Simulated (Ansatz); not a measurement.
# YAu: relaxation and properties

An exercise on one series of results from a longer session: the logs are not shown, and one member is left open.

Computed with Ansatz 0.2.0 (DFT r2SCAN, scalar-relativistic, plane waves, PAW, unless a step's input says otherwise).

**Starting point**

Symmetry: Pm-3m, No. 221, cubic system. Conventional cell: a = 3.559 Å, b = 3.559 Å, c = 3.559 Å, α = 90.00°, β = 90.00°, γ = 90.00°. Y (site symmetry m-3m) is surrounded by 8 Au at 3.08 Å. Au (site symmetry m-3m) has 8 Y at 3.08 Å as nearest neighbours.

Coordinates:

```cif
data_structure
_symmetry_space_group_name_H-M 'Pm-3m'
_symmetry_Int_Tables_number 221
_cell_length_a 3.5590
_cell_length_b 3.5590
_cell_length_c 3.5590
_cell_angle_alpha 90.000
_cell_angle_beta 90.000
_cell_angle_gamma 90.000
_cell_volume 45.08
loop_
_atom_site_label
_atom_site_type_symbol
_atom_site_symmetry_multiplicity
_atom_site_Wyckoff_symbol
_atom_site_fract_x
_atom_site_fract_y
_atom_site_fract_z
_atom_site_occupancy
Y1 Y 1 b 0.50000 0.50000 0.50000 1
Au1 Au 1 a 0.00000 0.00000 0.00000 1
```

Source of the structure: the Crystallography Open Database.

The first run:

(A quick probe on a coarse mesh, which set the mesh and smearing, is not shown.)

File input.yaml:

```yaml
crystal:
  lattice:
    - [3.559, 0.0, 0.0]
    - [0.0, 3.559, 0.0]
    - [0.0, 0.0, 3.559]
  atoms:
    - { symbol: "Y", position: [0.5, 0.5, 0.5] }
    - { symbol: Au, position: [0.0, 0.0, 0.0] }
basis:
  ecutwfc: 500
kpoints:
  mp_grid: { grid: [12, 12, 12] }
hamiltonian:
  xc: r2scan
scf:
  occupations: { method: gaussian, width: 0.1 }
output:
  forces: true
  stress: true
  eigenvalues: true
  write_density: true
  write_potential: true
  elf: true
  volumetric_format: npy
relax:
  adjacent_minimum: "off"
  f_tol: 0.005
  max_steps: 80
  cell: { stress_tol: 0.05 }
```

Command:

```
$ ansatz run input.yaml --threads 1 --pin off --max-ram 2560MiB --backend cpu --events-out ev --progress --plain --runs-dir out
```

Steps of the session up to this table: Full relaxation; Bands, states and charges; The cell scaled to 0.97 of its volume; The cell scaled to 1.03 of its volume; The cell scaled to 0.94 of its volume; The cell scaled to 1.06 of its volume.

One table of the session follows, with a row left open; its other results are not shown here.

It belongs to the step «Energy against volume». 

```
volume (Å³/atom)  energy above the lowest point (meV/atom)  pressure (GPa)
          21.655                                      27.7            6.78
          22.346                                       6.5            3.11
          23.037                                       0.0            0.00
          23.728                                         ?               ?
          24.419                                      22.2           -4.87
```

Estimate the missing values for volume (Å³/atom) = 23.728.

Worked estimate for «energy above the lowest point (meV/atom)». A straight line through the neighbours (23.037, 0.0) and (24.419, 22.2) gives 0.0 + (22.2 − 0.0) × (23.728 − 23.037) / (24.419 − 23.037) = 11.1; a parabola fitted to 3 rows on both sides gives 5.2.

**Answer.** energy above the lowest point (meV/atom): 5.9; pressure (GPa): -2.64. In «energy above the lowest point (meV/atom)» the line misses by +5.2 and the parabola by -0.7.

To keep in mind: The projections leave out shells that the potentials don't hold, such as empty d states.
